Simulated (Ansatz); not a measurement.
# YSi2Ru2, relaxed

Wanted: the geometry at rest of YSi2Ru2 (a known structure type filled with other elements, at an estimated volume), relaxing the atoms in a fixed cell, and its electronic structure there.

Method: DFT, PBEsol, no spin polarisation, plane waves, PAW, in Ansatz 0.2.0.

### 1 Geometry

It takes space group I4/mmm (No. 139, tetragonal). Conventional cell: a = 4.127 Å, b = 4.127 Å, c = 9.391 Å, α = 90.00°, β = 90.00°, γ = 90.00°. Y (site symmetry 4/mmm) has 8 Ru at 3.13 Å and 10 Si at 3.22 to 3.32 Å as nearest neighbours. Ru (site symmetry -4m2) has 4 Si at 2.28 Å as nearest neighbours. Si (site symmetry 4mm) has 4 Ru at 2.28 Å and 1 Si at 2.74 Å and 5 Y at 3.22 to 3.32 Å as nearest neighbours.

As a file:

```
Y Ru Si
1.0
     0.00000    4.12718    0.00000
     4.12718    0.00000    0.00000
     2.06359    2.06359   -4.69565
Y Ru Si
1 2 2
Direct
  0.00000 0.00000 0.00000
  0.75000 0.25000 0.50000
  0.25000 0.75000 0.50000
  0.35400 0.35400 0.29200
  0.64600 0.64600 0.70800
```

It starts from an earlier solution of the starting cell (checkpoint.read).

### 2 The walk to rest

The input, input.yaml:

```yaml
crystal:
  lattice:
    - [0.0, 4.12718, 0.0]
    - [4.12718, 0.0, 0.0]
    - [2.06359, 2.06359, -4.695653]
  atoms:
    - { symbol: "Y", position: [0.0, 0.0, 0.0] }
    - { symbol: Ru, position: [0.75, 0.25, 0.5] }
    - { symbol: Ru, position: [0.25, 0.75, 0.5] }
    - { symbol: Si, position: [0.354, 0.354, 0.292] }
    - { symbol: Si, position: [0.646, 0.646, 0.708] }
  symmetry: { tolerance: 0.0003 }
kpoints:
  mp_grid: { grid: [7, 7, 7], shift: [0, 0, 0] }
magnetization:
  spin_polarized: false
scf:
  occupations: { method: gaussian, width: 0.1358 }
  lower_state_search: "off"
hamiltonian:
  pseudopotentials: { kind: paw }
  xc: pbesol
basis:
  ecutwfc: 420
  fft_grid_basis: typed
relax:
  max_steps: 80
  f_tol: 0.03
output:
  forces: true
  stress: true
  eigenvalues: true
  bader: true
  populations: true
  elf: true
  write_potential: true
  volumetric_format: npy
  dos:
    e_range: [-12, 8]
    de: 0.05
    projected: { site_lists: { Ru: [Ru], Si: [Si], "Y": ["Y"] } }
  write_density: true
checkpoint:
  read: saved_state
```

Run with:

```bash
$ ansatz run input.yaml --threads 2 --pin off --max-ram 2560MiB --backend cpu --events-out ev --progress --plain --runs-dir out
```

The program printed (excerpt; [...] marks lines left out):

```text
Warning: output.stress: scf.convergence.dr2_threshold = 1e-7 eV (the SCF's general default) is looser than the 5e-10 eV advised for a printed stress (1e-10 eV for each atom of the cell: 5). What an SCF threshold leaves in a stress goes as its square root, and in the free energy as the [...]
Warning: checkpoint.read: basis.xc_grid differs: saved 1, current 2 (points along each axis for each point of the dense box; where the key is left out runs that use forces, runs that use the stress, dielectric runs by a finite field, finite-displacement phonons, runs of [...]
Warning: RAYON_NUM_THREADS=2 ignored (pool sized by the plan → 2); use --threads N
[...]
Pseudopotentials: kind: paw
Pseudopotential: Y, paw, valence charge 11, recommended cutoff 420 eV (normal), Y.paw.azcp
Pseudopotential: Ru, paw, valence charge 16, recommended cutoff 420 eV (normal), Ru.paw.azcp
Pseudopotential: Si, paw, valence charge 4, recommended cutoff 420 eV (normal), Si.paw.azcp
Functional definition: PBEsol
[...]
Crystal: 5 atoms, lattice volume = 79.984 Å³
Basis set: ecut = 420 eV, 1555 PW (Γ), exchange–correlation on 60×60×80 points (8 copies of the dense FFT grid, shifted against one another)
Bands: 31, of which v1, the nominal top of the filled ones, is band 26 counted from 1 (25 counted from 0)
Symmetry: 16 space group operations
Space group: I4/mmm (ITA 139), of the structure as read, at distance tolerance 1.3e-3 Å
k-points: 40 of 343
[...]
SCF iter   1: F=—  HF=-16675.397638 eV  |F-HF|=—  |Δ(HF+E_count)|=         —  Δρ=8.37e-4  dr2=4.75e-4  ethr=8.11e-7  ⟨swp⟩=3.0  Hψ=7886  notcnv=0
[...]
relax step   1: F+E_penalty+E_count = -16675.39762707 eV  Δ(F+E_penalty+E_count) = +0.000e0 eV  max|allowed force component| = 2.271e0 eV/Å  Δτ_max = 0.0000 Å  (6 SCF iters, accepted)
[...]
relax step   2: F+E_penalty+E_count = -16675.72824327 eV  Δ(F+E_penalty+E_count) = -3.306e-1 eV  max|allowed force component| = 3.851e-1 eV/Å  Δτ_max = 0.1215 Å  (6 SCF iters, dr2 threshold 1.00e-4 eV, accepted)
SCF iter   1: F=—  HF=-16675.738006 eV  |F-HF|=—  |Δ(HF+E_count)|=         —  Δρ=2.03e-3  dr2=8.44e-3  ethr=1.18e-4  ⟨swp⟩=2.0  Hψ=2569  notcnv=0  defer=33
```

### 3 More of the same log

The log, continued (excerpt; [...] marks lines left out):

```text
[...]
SCF iter   2: F=—  HF=-16675.737045 eV  |F-HF|=—  |Δ(HF+E_count)|=   9.62e-4  Δρ=1.03e-3  dr2=2.48e-3  ethr=1.66e-5  ⟨swp⟩=1.0  Hψ=1560  notcnv=0  defer=33
[...]
relax step   3: F+E_penalty+E_count = -16675.73654473 eV  Δ(F+E_penalty+E_count) = -8.301e-3 eV  max|allowed force component| = 3.491e-3 eV/Å  Δτ_max = 0.0211 Å  (6 SCF iters, dr2 threshold 9.27e-6 eV, accepted)
[...]
relax step   4: F+E_penalty+E_count = -16675.73654473 eV  Δ(F+E_penalty+E_count) = -4.293e-10 eV  max|allowed force component| = 3.500e-3 eV/Å  Δτ_max = 0.0000 Å  (6 SCF iters, accepted)
SCF converged after 6 iterations
Free energy (F): -16675.736545 eV
[...]
E sigma→0 (E₀):  -16675.727390 eV
Entropy (-TS):   -0.018310 eV (-3.662 meV/atom)
Fermi energy:    15.142375 eV
[...]
--- Forces (eV/Å), atoms counted from 1 ---
  atom   1  Y     -0.00000000     0.00000000     0.00000000
[...]
  atoms:
    - { symbol: Y, position: [-1.5253474541250387e-34, -5.613599449956345e-34, -0.0] }
    - { symbol: Ru, position: [0.7499999999999999, 0.24999999999999997, 0.49999999999999994] }
    - { symbol: Ru, position: [0.24999999999999997, 0.7499999999999999, 0.49999999999999994] }
    - { symbol: Si, position: [0.36918942107212327, 0.36918942107212327, 0.26162115785575335] }
    - { symbol: Si, position: [0.6308105789278766, 0.6308105789278766, 0.7383788421442465] }
--- Löwdin populations: 5 sites ---
  site symbol       q [e]
     0      Y     10.4879
     1     Ru     16.0301
     2     Ru     16.0301
     3     Si      4.0470
     4     Si      4.0470
  spilling = 0.007020 (of n_electrons = 51.000000)
--- Bader charges: 5 sites ---
  site symbol  charge [e]  shift [e]
     0      Y      1.6758     0.0000
     1     Ru     -1.1362     0.0120
     2     Ru     -1.1362     0.0120
     3     Si      0.2983     0.0120
     4     Si      0.2983     0.0120
  estimated error of the sums over rays = 1.0e-3 e
```

It took 41 s on 2 threads of Arm Neoverse V1, shared host; peak memory 0.44 GiB.

Relaxation path:

```
step  energy from step 1 (eV/cell)  largest force component (eV/Å)
   1                        0.0000                          2.2707
   2                       -0.3306                          0.3851
   3                       -0.3389                          0.0035
   4                       -0.3389                          0.0035
```

Step 1 is the start. Step 4 solves the same geometry again.

The largest move, 0.14 Å, is shared by several atoms, Si5 among them.

### 4 States by energy

Counts of states in windows (eV from the Fermi level; tetrahedra), total and projected:

| from | to | total | Ru d | Si s | Si p | Y d |
| --- | --- | --- | --- | --- | --- | --- |
| -8.0 | -7.0 | 1.47 | 0.34 | 0.66 | 0.17 | 0.11 |
| -7.0 | -6.0 | 0.29 | 0.07 | 0.16 | 0.03 | 0.01 |
| -6.0 | -5.0 | 1.15 | 0.44 | 0.02 | 0.47 | 0.06 |
| -5.0 | -4.0 | 3.02 | 1.39 | 0.05 | 1.11 | 0.16 |
| -4.0 | -3.0 | 4.92 | 2.94 | 0.03 | 1.33 | 0.37 |
| -3.0 | -2.0 | 4.56 | 3.01 | 0.09 | 0.94 | 0.28 |
| -2.0 | -1.0 | 5.58 | 4.15 | 0.07 | 0.70 | 0.42 |
| -1.0 | 0.0 | 3.65 | 2.49 | 0.06 | 0.48 | 0.43 |
| 0.0 | 1.0 | 1.81 | 0.74 | 0.05 | 0.30 | 0.52 |
| 1.0 | 2.0 | 2.25 | 1.03 | 0.03 | 0.36 | 0.64 |
| 2.0 | 3.0 | 2.88 | 1.09 | 0.05 | 0.42 | 1.10 |

The bands computed are complete only to about 3.3 eV above the Fermi level.

### 5 Charges

Gathered by element (positive charge: electrons given up): Löwdin charges also hold the electrons that the projection spills.

```
element  atoms  Bader charge (e)  Bader volume (Å³)  Löwdin charge (e)
      Y      1             +1.68               14.7              +0.51
     Ru      2             -1.14               19.2              -0.03
     Si      2             +0.30               13.4              -0.05
```

Löwdin charges rest on a small set of atomic orbitals that misses 0.7 % of the electrons, so they need not add up to the cell's charge and can differ from Bader's even in sign.

### 6 Maps of the fields

Maps in the plane spanned by a and b at height 0.500 along c (axes of the input's cell), one cell: a runs left to right (13 points from zero), b bottom to top (13 points), 90° apart. Inside the augmentation spheres the fields are the smooth ones.

Valence density. Ten steps from '0' (0.28 e/Å³) to '9' (10.00 e/Å³), finer at the low end (step k begins (100^(k/10) - 1)/99 of the way up):
```
1357642001100
2589974100000
3799985200001
3699984100001
1478863100000
0245431011210
0012110134542
1000001368874
3100001489996
3100002589997
2000001479985
1001100246753
0123310013321
```

ELF. Ten even steps from '0' (0.20) to '9' (0.69):
```
1048610333333
0489971145553
1890494145553
1694793145553
0179940244443
2014301321113
2311123103410
0344442049971
1355541397496
1355541494098
0355541179984
1333333016840
3101102201101
```

Atoms within 0.2 Å of the plane, in fractions of a and b: Ru at (0.75, 0.25), Ru at (0.25, 0.75).

Along short contacts, where the density is least:

```
contact  length (Å)  minimum at (fraction)  density (e/Å³)  ELF
Ru2–Si4       2.348             none clear               –    –
Si4–Si5       2.457             none clear               –    –
```

### 7 Results

| quantity | value |
| --- | --- |
| moves | 2 |
| energy gained | 67.8 meV/atom |
| largest move | 0.14 Å (Si) |
| space group (0.01 Å), before / after | I4/mmm / I4/mmm |
| pressure left in the fixed cell | 2.6 GPa |
| character | metal |
| density of states, mean within 0.25 eV of the Fermi level | 2.6 per eV per cell |
| Bader charges | Y +1.68, Ru -1.14, Si +0.30 e |

In words: In the fixed cell the largest move of an atom is 0.14 Å; the energy fell by 67.8 meV per atom. The fixed cell still holds a mean pressure of 2.6 GPa, so it would expand if let free. The run held to 16 symmetry operations, so a lower structure without them is not ruled out. It is a metal; within 0.25 eV of the Fermi level the density of states averages 2.6 per eV per cell, mostly Ru d (45 %), Y d (26 %) and Si p (16 %). Y loses most charge (+1.68 e on average) and Ru gains most (-1.14 e).

Limits of this run: the SCF threshold is loose for a stress.
